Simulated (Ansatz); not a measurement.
**C₂H₇ClFHfNS: ionisation energy by level of theory**

Aim: the vertical ionisation energy of C₂H₇ClFHfNS, as cation minus neutral at the neutral's geometry, on several levels, and how well −ε(HOMO) stands in for it.

The runs use Ansatz 0.2.0, Gaussian basis; unrestricted cation, the program's frozen cores in correlated methods.

The runs, in order: UKS PBE-D4/def2-TZVPP; UKS r2SCAN-D4/def2-TZVPP; UKS PBE0-D4/def2-TZVPP; UKS B3LYP-D4/def2-TZVPP; UKS wB97X-V/def2-TZVPP; UKS wB97M-V/def2-TZVPP; UKS B2PLYP/def2-TZVPP; UHF-CCSD(T)/def2-TZVPP; UHF-MP2/def2-QZVPP; extrapolation to the limit; then −ε(HOMO) from the neutral's earlier runs with LDA (SPW92), PBE-D4, revPBE-D4, BLYP-D4, r2SCAN-D4, B97M-V, PBE0-D4, B3LYP-D4, r2SCANh-D4, r2SCAN0-D4, HSE06-D4, BHLYP-D4, CAM-B3LYP-D4, LC-ωPBE, ωB97X-V, ωB97M-V.

## 1. The relaxed structure

The geometry comes from an earlier relaxation with PBE0-D4/def2-TZVP; it is a stationary point, not always the lowest conformer. Hf takes the def2 core potential; no spin-orbit term is included.

SMILES `C[N](C)[Hf]([F])([SH])[Cl]`, 14 atoms, charge 0, spin multiplicity 1.

Atoms are counted from 1 here; the program's logs count them from 0.

Bond lengths: C1–N2 1.444 Å, C1–H8 1.098 Å, C1–H9 1.098 Å, C1–H10 1.092 Å, N2–C3 1.448 Å, N2–Hf4 1.991 Å, C3–H11 1.098 Å, C3–H12 1.097 Å, C3–H13 1.097 Å, Hf4–F5 1.900 Å, Hf4–S6 2.457 Å, Hf4–Cl7 2.362 Å, S6–H14 1.345 Å. Angles: N2–C1–H8 111.1°, N2–C1–H9 111.2°, N2–C1–H10 110.7°, H8–C1–H9 107.7°, H8–C1–H10 108.0°, H9–C1–H10 108.0°, C1–N2–C3 113.7°, C1–N2–Hf4 129.7°, C3–N2–Hf4 116.6°, N2–C3–H11 111.2°, N2–C3–H12 111.5°, N2–C3–H13 111.1°, H11–C3–H12 108.3°, H11–C3–H13 107.3°, H12–C3–H13 107.2°, N2–Hf4–F5 107.6°, N2–Hf4–S6 105.5°, N2–Hf4–Cl7 109.4° and more.

## 2. Cation, UKS PBE-D4/def2-TZVPP

in.yaml

```yaml
crystal:
  periodic: [false, false, false]
  atoms:
    - {symbol: C, position_ang: [0.201428, 0.806288, 1.556380]}
    - {symbol: N, position_ang: [0.205247, 0.103661, 0.295350]}
    - {symbol: C, position_ang: [0.535048, -1.301367, 0.412923]}
    - {symbol: Hf, position_ang: [-0.127695, 0.790236, -1.544138]}
    - {symbol: F, position_ang: [-0.308409, 2.678431, -1.427486]}
    - {symbol: S, position_ang: [-2.228407, -0.257691, -2.267679]}
    - {symbol: Cl, position_ang: [1.646230, 0.133878, -2.958504]}
    - {symbol: H, position_ang: [-0.537759, 0.377418, 2.245283]}
    - {symbol: H, position_ang: [1.183278, 0.751781, 2.043974]}
    - {symbol: H, position_ang: [-0.045185, 1.860051, 1.410540]}
    - {symbol: H, position_ang: [-0.193476, -1.829820, 1.041607]}
    - {symbol: H, position_ang: [1.532694, -1.444716, 0.846435]}
    - {symbol: H, position_ang: [0.534728, -1.790784, -0.568711]}
    - {symbol: H, position_ang: [-2.397723, -0.877374, -1.085984]}
basis:
  gaussian: {orbitals: def2-TZVPP}
total_charge: 1
magnetization: {spin_polarized: true, initial_magnetization: 1}
hamiltonian: {xc: pbe, dispersion: d4}
```

Command:

```console
ansatz run in.yaml --threads 2 --pin off --events-out ev --progress --plain --max-ram 22528MiB --backend cuda --devices 0, --max-vram 18GiB
```

After this run come: Cation, UKS r2SCAN-D4/def2-TZVPP; Cation, UKS PBE0-D4/def2-TZVPP; Cation, UKS B3LYP-D4/def2-TZVPP; Cation, UKS wB97X-V/def2-TZVPP; Cation, UKS wB97M-V/def2-TZVPP; Cation, UKS B2PLYP (frozen core)/def2-TZVPP; Cation, UHF-CCSD(T)/def2-TZVPP; Cation, UHF-MP2/def2-QZVPP.

Before running them: what should the planned runs give, taken together? Wanted: ionisation energy, CCSD(T)/CBS; nearest functional by difference; nearest −ε(HOMO); −ε(HOMO) of PBE; T1 of the cation.

**Answer**, as computed:

| quantity | value |
| --- | --- |
| ionisation energy, CCSD(T)/CBS | 9.36 eV |
| nearest functional by difference | ωB97X-V (-0.21 eV) |
| nearest −ε(HOMO) | ωB97M-V (+0.20 eV) |
| −ε(HOMO) of PBE | 6.06 eV |
| T1 of the cation | 0.019 |

**Reading.** By cation minus neutral, the functionals miss by 0.65 eV at most. −ε(HOMO) of PBE misses by 3.3 eV, since self-interaction lifts the level. Among orbital estimates ωB97M-V comes nearest. Hartree-Fock falls 1.40 eV short, as the neutral has more correlation energy than the cation. Correlated methods include outer-core shells of Hf, which these sets cover unevenly.
